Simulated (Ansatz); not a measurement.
# C2F5 (pentafluoroethyl) at 6 levels

We compute a comparison of 6 runs (UHF/3-21G, UB3LYP/6-31G*, UPBE0/6-311G**, UBLYP/def2-SVPD, UCCSD/def2-SVP) of C2F5 (pentafluoroethyl). 

The calculation is run with Ansatz 0.2.0.

2 further runs of the same task are left out: 2 set aside as unsound or not needed. Runs told in other sessions of the task aren't counted.

### 1 The system as given

C2F5 has 7 atoms, charge 0, and is taken as a doublet. As SMILES, `F[C](F)C(F)(F)F`. Geometry: relaxed at PBE0-D4/def2-TZVP.

Bond lengths: F1–C2 1.312 Å, C2–F3 1.312 Å, C2–C4 1.514 Å, C4–F5 1.327 Å, C4–F6 1.327 Å, C4–F7 1.338 Å. Angles: F1–C2–F3 112.2°, F1–C2–C4 114.4°, F3–C2–C4 114.4°, C2–C4–F5 109.8°, C2–C4–F6 109.7°, C2–C4–F7 111.6°, F5–C4–F6 109.4°, F5–C4–F7 108.1°, F6–C4–F7 108.1°.

### 2 Energy and gradient at UHF/3-21G (run 1)

File molecule.yaml:

```yaml
crystal:
  periodic: [false, false, false]
  atoms:
    - {symbol: F, position_ang: [1.561030, -0.846020, 0.512950]}
    - {symbol: C, position_ang: [0.322010, -0.468420, 0.723150]}
    - {symbol: F, position_ang: [-0.464130, -1.481230, 1.002660]}
    - {symbol: C, position_ang: [-0.228340, 0.480800, -0.320510]}
    - {symbol: F, position_ang: [0.577960, 1.527090, -0.444820]}
    - {symbol: F, position_ang: [-1.434800, 0.896110, 0.043240]}
    - {symbol: F, position_ang: [-0.333720, -0.108340, -1.516660]}
basis:
  gaussian:
    orbitals: 3-21G.json
output: {forces: true, orbitals: {seedname: orbitals}}
accuracy: high
magnetization:
  spin_polarized: true
  initial_magnetization: 1
hamiltonian:
  xc: hf
```

The basis set 3-21G is read from a file made from the Basis Set Exchange's data (not shown).

Run with:

```console
$ ansatz run molecule.yaml --threads 1 --pin off --max-ram 3480MiB --events-out events.jsonl --progress --plain --runs-dir runs
```

The program printed:

```text
Warning: RAYON_NUM_THREADS=1 ignored (pool sized by the plan → 1); use --threads N
Functional definition: HF
  name "HF"
  exchange = exact_x
  correlation = 0
1391 factors; integrals over basis functions are off by at most 2.9e-9 eV
mean field evaluation 1: about -15499.1986 eV, gradient 3.3e1 eV
mean field evaluation 2: about -15499.2045 eV, gradient 3.3e1 eV
mean field evaluation 4: about -15504.1881 eV, gradient 2.9e0 eV
mean field evaluation 8: about -15504.2860 eV, gradient 2.2e-1 eV
mean field -15504.28677105 eV, -569.7720296532 hartree, gradient 5.8e-8 eV, S^2 0.755829; 0 other end points of the search recorded, 0 dependent functions left out
the calculation of the forces begins
reference -15504.28677105 eV, -569.7720296532 hartree; 29, 28 occupied and 34, 35 virtual orbitals, 1391 factors
Total energy: -15504.28677105 eV, -569.7720296532 hartree
Atom 0 at     1.561030    -0.846020     0.512950 Å, force     1.324426    -0.255335    -0.224228 eV/Å
Atom 1 at     0.322010    -0.468420     0.723150 Å, force    -0.630786     1.624803    -0.504942 eV/Å
Atom 2 at    -0.464130    -1.481230     1.002660 Å, force    -0.920611    -0.960241     0.319352 eV/Å
Atom 3 at    -0.228340     0.480800    -0.320510 Å, force     0.423116    -0.891046     0.596744 eV/Å
Atom 4 at     0.577960     1.527090    -0.444820 Å, force     0.492508     0.561920     0.004333 eV/Å
Atom 5 at    -1.434800     0.896110     0.043240 Å, force    -0.661938     0.201049     0.283241 eV/Å
Atom 6 at    -0.333720    -0.108340    -1.516660 Å, force    -0.026715    -0.281150    -0.474500 eV/Å
Dipole moment:     0.026318     0.032990     0.150933 e Å
```

It took 2 s on 1 thread of Arm Neoverse V2, shared host; peak memory 0.2 GiB.

### 3 Energy and gradient at UB3LYP/6-31G(d) (spherical functions) (run 2)

File input.yaml:

```yaml
basis:
  gaussian:
    orbitals: 6-31G_st_-spherical.json
crystal:
  periodic: [false, false, false]
  atoms:
    - {symbol: F, position_ang: [1.561030, -0.846020, 0.512950]}
    - {symbol: C, position_ang: [0.322010, -0.468420, 0.723150]}
    - {symbol: F, position_ang: [-0.464130, -1.481230, 1.002660]}
    - {symbol: C, position_ang: [-0.228340, 0.480800, -0.320510]}
    - {symbol: F, position_ang: [0.577960, 1.527090, -0.444820]}
    - {symbol: F, position_ang: [-1.434800, 0.896110, 0.043240]}
    - {symbol: F, position_ang: [-0.333720, -0.108340, -1.516660]}
magnetization:
  spin_polarized: true
  initial_magnetization: 1
hamiltonian:
  xc: {name: B3LYP}
accuracy: high
output: {forces: true, orbitals: {seedname: orbitals}}
```

The basis set 6-31G* is read from a file made from the Basis Set Exchange's data (not shown).

Run with:

```console
$ ansatz run input.yaml --threads 1 --pin off --max-ram 3480MiB --events-out events.jsonl --progress --plain --runs-dir runs
```

The program printed, shortened:

```text
Warning: RAYON_NUM_THREADS=1 ignored (pool sized by the plan → 1); use --threads N
Functional definition: B3LYP
  name "B3LYP"
[...]
2241 factors; integrals over basis functions are off by at most 3.3e-9 eV
[...]
mean field -15655.56222254 eV, -575.3312999570 hartree, gradient 9.6e-8 eV, S^2 0.752073; 0 other end points of the search recorded, 0 dependent functions left out
[...]
reference -15655.56224479 eV, -575.3313007749 hartree; 29, 28 occupied and 69, 70 virtual orbitals, 2241 factors
Total energy: -15655.56224479 eV, -575.3313007749 hartree
Atom 0 at     1.561030    -0.846020     0.512950 Å, force     0.766421    -0.181510    -0.153227 eV/Å
Atom 1 at     0.322010    -0.468420     0.723150 Å, force    -0.211939     0.742123     0.083137 eV/Å
Atom 2 at    -0.464130    -1.481230     1.002660 Å, force    -0.524071    -0.586843     0.159516 eV/Å
Atom 3 at    -0.228340     0.480800    -0.320510 Å, force     0.200447    -0.395969     0.317711 eV/Å
Atom 4 at     0.577960     1.527090    -0.444820 Å, force     0.440508     0.525055    -0.039302 eV/Å
Atom 5 at    -1.434800     0.896110     0.043240 Å, force    -0.622390     0.192916     0.217473 eV/Å
Atom 6 at    -0.333720    -0.108340    -1.516660 Å, force    -0.048976    -0.295771    -0.585310 eV/Å
Dipole moment:     0.026779    -0.024805     0.078087 e Å
```

Run time: 18 s. Hardware: 1 thread of Arm Neoverse V2, shared host; peak memory 0.54 GiB.

Runs 3 to 4 aren't shown in full; the table further down has their settings and results.

### 4 Energy and gradient at UBLYP/def2-SVPD (run 5)

File job.yaml:

```yaml
crystal:
  periodic: [false, false, false]
  atoms:
    - symbol: F
      position_ang: [1.561030, -0.846020, 0.512950]
    - symbol: C
      position_ang: [0.322010, -0.468420, 0.723150]
    - symbol: F
      position_ang: [-0.464130, -1.481230, 1.002660]
    - symbol: C
      position_ang: [-0.228340, 0.480800, -0.320510]
    - symbol: F
      position_ang: [0.577960, 1.527090, -0.444820]
    - symbol: F
      position_ang: [-1.434800, 0.896110, 0.043240]
    - symbol: F
      position_ang: [-0.333720, -0.108340, -1.516660]
basis:
  gaussian: {orbitals: def2-SVPD}
magnetization: {spin_polarized: true, initial_magnetization: 1}
hamiltonian: {xc: {name: BLYP}}
accuracy: high
output: {forces: true, orbitals: {seedname: orbitals}}
```

Run with:

```console
$ ansatz run job.yaml --threads 1 --pin off --max-ram 3480MiB --events-out events.jsonl --progress --plain --runs-dir runs
```

The program printed, shortened:

```text
Warning: RAYON_NUM_THREADS=1 ignored (pool sized by the plan → 1); use --threads N
Functional definition: BLYP
  name "BLYP"
[...]
3158 factors; integrals over basis functions are off by at most 3.1e-9 eV
[...]
mean field -15643.94842031 eV, -574.9045005973 hartree, gradient 7.1e-8 eV, S^2 0.751690; 0 other end points of the search recorded, 0 dependent functions left out
[...]
reference -15643.94847219 eV, -574.9045025039 hartree; 29, 28 occupied and 126, 127 virtual orbitals, 3158 factors
Total energy: -15643.94847219 eV, -574.9045025039 hartree
Atom 0 at     1.561030    -0.846020     0.512950 Å, force     1.212984    -0.331326    -0.134157 eV/Å
Atom 1 at     0.322010    -0.468420     0.723150 Å, force    -0.172356     0.743041     0.247776 eV/Å
Atom 2 at    -0.464130    -1.481230     1.002660 Å, force    -0.760301    -0.950886     0.343818 eV/Å
Atom 3 at    -0.228340     0.480800    -0.320510 Å, force     0.253994    -0.362079     0.581434 eV/Å
Atom 4 at     0.577960     1.527090    -0.444820 Å, force     0.867423     1.111706    -0.140929 eV/Å
Atom 5 at    -1.434800     0.896110     0.043240 Å, force    -1.294063     0.435316     0.382250 eV/Å
Atom 6 at    -0.333720    -0.108340    -1.516660 Å, force    -0.107682    -0.645771    -1.280192 eV/Å
Dipole moment:     0.032051    -0.034883     0.086849 e Å
```

Wall time 31 s (1 thread of Arm Neoverse V2, shared host); peak memory 0.69 GiB.

### 5 Energy and forces at UCCSD/def2-SVP (run 6)

File job.yaml:

```yaml
crystal:
  periodic: [false, false, false]
  atoms:
    - {symbol: F, position_ang: [1.561030, -0.846020, 0.512950]}
    - {symbol: C, position_ang: [0.322010, -0.468420, 0.723150]}
    - {symbol: F, position_ang: [-0.464130, -1.481230, 1.002660]}
    - {symbol: C, position_ang: [-0.228340, 0.480800, -0.320510]}
    - {symbol: F, position_ang: [0.577960, 1.527090, -0.444820]}
    - {symbol: F, position_ang: [-1.434800, 0.896110, 0.043240]}
    - {symbol: F, position_ang: [-0.333720, -0.108340, -1.516660]}
basis:
  gaussian:
    orbitals: def2-SVP
magnetization:
  spin_polarized: true
  initial_magnetization: 1
correlation:
  method: ccsd
  frozen_orbitals: {C: 1, F: 1}
accuracy: high
scf:
  omitted_lower_state_checks: [cluster_reference, increment]
output: {forces: true, orbitals: {seedname: orbitals}}
```

Run with:

```console
$ ansatz run job.yaml --threads 1 --pin off --max-ram 3480MiB --events-out events.jsonl --progress --plain --runs-dir runs
```

The program printed:

```text
Warning: RAYON_NUM_THREADS=1 ignored (pool sized by the plan → 1); use --threads N
[... 12 lines left out ...]
7 core orbitals not correlated: weight in the atoms' cores, before any rotation towards them, 1.000 or more for the frozen orbitals, at most 0.000 for the correlated occupied ones
[... 24 lines left out ...]
Total energy: -15608.00474503 eV, -573.5835948943 hartree
[... 7 lines left out ...]
Dipole moment:     0.027180    -0.008920     0.100253 e Å
Checks for a lower state left out: cluster_reference, increment
```

Run time: 10 min. Hardware: 1 thread of Arm Neoverse V2, shared host; peak memory 2.7 GiB.

### 6 Overview of the runs

| run | level | Cartesian functions | frozen core orbitals | energy (Eh) | dipole moment (D) | HOMO energy (eV) | LUMO energy (eV) | wall time |
| --- | --- | --- | --- | --- | --- | --- | --- | --- |
| 1 | UHF/3-21G | no | – | -569.772030 | 0.75 | -12.62 | 2.26 | 2 s |
| 2 | UB3LYP/6-31G* (spherical functions) | no | – | -575.331301 | 0.41 | -6.87 | -2.48 | 18 s |
| 3 | UB3LYP/6-31G* (Cartesian functions) | yes | – | -575.337274 | 0.41 | -6.88 | -2.49 | 20 s |
| 4 | UPBE0/6-311G** | no | – | -574.963834 | 0.46 | -7.67 | -2.46 | 22 s |
| 5 | UBLYP/def2-SVPD | no | – | -574.904503 | 0.48 | -6.10 | -4.13 | 31 s |
| 6 | UCCSD/def2-SVP | no | 7 | -573.583595 | 0.50 | -12.79 | 2.32 | 10 min |

### 7 Outcome

| quantity | value |
| --- | --- |
| run 6: total energy | -573.58359 Eh |
| run 6: dipole moment (correlated density) | 0.50 D |
| run 6: HOMO energy (Hartree–Fock orbitals) (highest over α and β) | -12.79 eV |
| run 6: LUMO energy (Hartree–Fock orbitals) (lowest over α and β) | 2.32 eV |
| run 6: correlation energy (7 core orbitals frozen) | -1164.6 mEh |
| run 6: ⟨S²⟩ of the reference determinant | 0.756 |
| run 6: T1 diagnostic | 0.014 |
| run 6: largest force on an atom | 0.237 eV/Å |

The dipole moment (its size) runs from 0.41 D (UB3LYP/6-31G*) to 0.75 D (UHF/3-21G). The two ends differ in method and basis. Totals of different functionals can't be ranked against each other. All runs together took 12 min, the longest 10 min.
